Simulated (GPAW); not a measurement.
Crystal: Ba2Tl5V3O12.

```
Ba V Tl O
1.0
     8.15421    0.00000    0.00000
    -4.07711    7.06176    0.00000
     0.00000    0.00000    6.92128
Ba V Tl O
2 3 5 12
Direct
  0.00000 0.00000 0.23552
  0.00000 0.00000 0.76448
  0.50000 0.00000 0.00000
  0.00000 0.50000 0.00000
  0.50000 0.50000 0.00000
  0.50000 0.00000 0.50000
  0.00000 0.50000 0.50000
  0.50000 0.50000 0.50000
  0.33333 0.66667 0.22489
  0.66667 0.33333 0.77511
  0.33890 0.34334 0.81444
  0.65666 0.99556 0.81444
  0.00444 0.66110 0.81444
  0.34334 0.33890 0.18556
  0.99556 0.65666 0.18556
  0.66110 0.00444 0.18556
  0.66110 0.65666 0.18556
  0.34334 0.00444 0.18556
  0.99556 0.33890 0.18556
  0.65666 0.66110 0.81444
  0.00444 0.34334 0.81444
  0.33890 0.99556 0.81444
```

The cell was built by a generator and needn't be a form met in nature.

Base run:

- Program: GPAW 26.7.0
- Functional: RPBE
- Potentials or basis: the program's PAW data sets (release 1.2.1) made for this functional
- Cutoff: 800 eV
- Basis: pw
- k mesh: 3 × 3 × 3
- Occupations: fermi-dirac, width 0.05 eV
- Spin: collinear spin, ferromagnetic start
- Starting moments: [0.0, 0.0, 2.0, 2.0, 2.0, 0.0, 0.0, 0.0, 0.0, 0.0, 0.0, 0.0, 0.0, 0.0, 0.0, 0.0, 0.0, 0.0, 0.0, 0.0, 0.0, 0.0] μB

Its results: pressure 4.0 GPa; net moment 0.00 μB per cell; largest force 0.485 eV/Å.

Question: The run is repeated on the same cell with these changes: functional from RPBE to LDA. What comes out?

Answer: Pressure -7.1 GPa; net moment 0.00 μB per cell; largest force 0.511 eV/Å.

LDA binds more tightly than RPBE, so the same cell stands under less pressure.

Not every run made on this cell is shown here.
